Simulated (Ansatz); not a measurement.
# Be: one contact scaled

An exercise on one series of results from a longer session: the logs are not shown, and one member is left open.

Computed with Ansatz 0.2.0 (DFT PBEsol, with the methods named in each step, unless a step's input says otherwise).

## The starting structure

It takes space group Fd-3m (No. 227, cubic). The conventional cell has a = 4.293 Å, b = 4.293 Å, c = 4.293 Å, α = 90.00°, β = 90.00°, γ = 90.00°. Be (site symmetry -43m) has 4 Be at 1.86 Å in its first shell of neighbours.

Coordinates:

```
Be
1.0
     0.00000    2.14633    2.14633
     2.14633    0.00000    2.14633
     2.14633    2.14633    0.00000
Be
2
Direct
  0.87500 0.87500 0.87500
  0.12500 0.12500 0.12500
```

Atoms are numbered in the order of the input: Be1, Be2.

Set-up of the first run:

The input, input.yaml:

```yaml
crystal:
  lattice:
    - [0.0, 2.1463250724, 2.1463250724]
    - [2.1463250724, 0.0, 2.1463250724]
    - [2.1463250724, 2.1463250724, 0.0]
  atoms:
    - { symbol: Be, position: [-0.125, -0.125, -0.125] }
    - { symbol: Be, position: [0.125, 0.125, 0.125] }
kpoints:
  mp_grid: { grid: [12, 12, 12] }
scf:
  occupations: { method: fermi_dirac, width: 0.05 }
hamiltonian:
  xc: pbesol
  pseudopotentials: { kind: paw }
output:
  forces: true
  stress: true
  eigenvalues: true
  populations: true
```

On the command line:

```
$ ansatz run input.yaml --threads 1 --pin off --max-ram 2048MiB --backend cpu --events-out ev --progress --plain --runs-dir out
```

Steps of the session up to this table: Shortest bond scaled by 1, PAW; Shortest bond scaled by 1.1, PAW; Shortest bond scaled by 0.94, PAW; Shortest bond scaled by 0.88, PAW; Shortest bond scaled by 0.58, PAW; Shortest bond scaled by 0.58, PAW (source ansatz).

One table of the session follows, with a row left open; its other results are not shown here.

| method | length (Å) | F from the given length (eV/cell) | force along the bond (eV/Å) | pressure (GPa) | largest force (eV/Å) |
| --- | --- | --- | --- | --- | --- |
| PAW | 1.078 | ? | ? | ? | ? |
| PAW | 1.636 | 0.366 | 3.798 | 35.90 | 3.798 |
| PAW | 1.747 | 0.078 | 1.514 | 33.38 | 1.514 |
| PAW | 1.859 | 0.000 | 0.000 | 32.70 | 0.000 |
| PAW | 2.045 | 0.133 | -1.165 | 33.93 | 1.165 |
| PAW (source ansatz) | 1.078 | – | 32.686 | 74.64 | 32.686 |

Estimate the missing values for PAW, 1.078.

As computed: F from the given length (eV/cell): 9.142; force along the bond (eV/Å): 32.471; pressure (GPa): 74.56; largest force (eV/Å): 32.471.
